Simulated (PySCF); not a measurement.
# C3H3BrGeO: the cost of one run

Computed with PySCF 2.14.0, with density-fitted response routines of our own, on a single molecule in the gas phase. Atoms count from 0, in the outputs and in this text.

### 1 Starting geometry

9 atoms, charge 0, multiplicity 1; geometry from: GFN2-xTB. The atoms were then displaced at random by about 0.01 Å, so the start is not that level's minimum.

Bonds of the start (Å): O0–C1 1.20, C1–C2 1.42, C2–C3 1.26, C3–Ge4 1.87, Ge4–Br5 2.27, C1–H6 1.10, Ge4–H7 1.50, Ge4–H8 1.53.

### 2 Relaxing the molecule at PBE0-D3(BJ)/def2-SVP

What the job is given:

```
{"job": {"xc": "PBE0", "basis": "def2-SVP", "d3": "d3bj", "grid": 1, "shake": 0.01, "kind": "geom"}, "charge": 0, "multiplicity": 1}
O     -3.272180    -0.883170     0.249620
C     -2.532990    -0.047750    -0.193740
C     -1.122660    -0.083030    -0.052590
C      0.132930    -0.129210     0.085980
Ge     1.996450    -0.128150     0.231260
Br     2.729910     1.738160    -0.838830
H     -2.854740     0.840030    -0.767300
H      2.590420    -1.319110    -0.454730
H      2.390670    -0.004930     1.706590
```

Launch:

```sh
$ OMP_NUM_THREADS=1 python probes_run.py task.json out
```

This one command runs all jobs of the session in turn.

Q: Estimate the wall time and peak memory of this first job on 1 thread of Arm Neoverse V2, shared host.

About 2.1 min, with a peak of 0.56 GiB.
